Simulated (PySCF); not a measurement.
**ZnCd: changing the method**

Starting from one script, swap the method and compare what comes out for ZnCd.

Method: method and basis as typed in the scripts; program: PySCF 2.14.0.

4 further runs of the same task are left out: 1 for a known fault of the program, 3 that didn't finish.

**1. The starting structure**

ZnCd: 2 atoms, charge 0, spin multiplicity 1.

Bond lengths: Zn1–Cd2 2.331 Å.

**2. Base script**

File input.py:

```python
from pyscf import gto, scf

mol = gto.M(
    atom='Zn 0 0 0; Cd 0 0 2.331',
    basis='3-21g',
    charge=0,
    spin=0,
    verbose=3,
)
mf = scf.UHF(mol)
mf.kernel()
mf.nuc_grad_method().kernel()
mf.dip_moment()
print('orbital energies (hartree):', [e[max(0, n-3):n+3].round(4) for e, n in zip(mf.mo_energy, mol.nelec)])
```

Started as:

```
OMP_NUM_THREADS=1 python input.py
```

The log of this run is left out.

Base result: E(SCF) = -7208.741451 Eh, μ = 0.28 D, gradient on the second atom -0.0639 Eh/bohr.

No relativity is included for the heavy element. The bond length is a typed value, not an optimised one.

**3. Pbe0 (UKS)**

Variant 1 changes functional: none (Hartree–Fock) → pbe0; SCF type: UHF → UKS; step after the SCF: gradient → analyze.

File input.py:

```python
from pyscf import gto, dft

mol = gto.M(
    atom='Zn 0 0 0; Cd 0 0 2.331',
    basis='3-21g',
    charge=0,
    spin=0,
    verbose=3,
)
mf = dft.UKS(mol, xc='pbe0')
mf.kernel()
mf.analyze()
print('orbital energies (hartree):', [e[max(0, n-3):n+3].round(4) for e, n in zip(mf.mo_energy, mol.nelec)])
```

Started as:

```
OMP_NUM_THREADS=1 python input.py
```

**4. Geometry optimisation**

Variant 2 changes step after the SCF: gradient → optimize.

File input.py:

```python
from pyscf import gto, scf
from pyscf.geomopt.geometric_solver import optimize

mol = gto.M(
    atom='Zn 0 0 0; Cd 0 0 2.331',
    basis='3-21g',
    charge=0,
    spin=0,
    verbose=3,
)
mf = scf.UHF(mol)
mf.kernel()
mol_eq = optimize(mf, maxsteps=30)
print('optimised geometry (angstrom)')
print(mol_eq.tostring('raw'))
print('orbital energies (hartree):', [e[max(0, n-3):n+3].round(4) for e, n in zip(mf.mo_energy, mol.nelec)])
```

**5. Stability test**

Variant 3 changes step after the SCF: gradient → stability.

Changes to input.py since step 2:

```diff
@@ -11,3 +11,3 @@
 mf.kernel()
-mf.nuc_grad_method().kernel()
+mf.stability(internal=True, external=True)
 mf.dip_moment()
```

Q: Predict the outcome of this session. Wanted: for each run, E(SCF); from base; gap; SCF dipole; after the SCF.

The runs gave:

| run | E(SCF) (hartree) | from base (eV) | gap (eV) | SCF dipole (D) | after the SCF |
| --- | --- | --- | --- | --- | --- |
| base | -7208.741451 | 0 | 5.85 | 0.28 | n/a |
| pbe0 (UKS) | -7212.160775 | not comparable | 2.87 | 0.14 | n/a |
| geometry optimisation | -7208.741451 | 0.0000 | 5.85 | n/a | bond 4.968 Å, -1.165 eV |
| stability test | -7208.741451 | 0.0000 | 5.85 | 0.28 | unstable: internal, UHF/UKS -> GHF/GKS |

SCF columns refer to the geometry typed in the script.

**Reading.** A lower total energy from another functional means nothing by itself. The dearest run is “geometry optimisation”, at 20 s against 2.6 s.
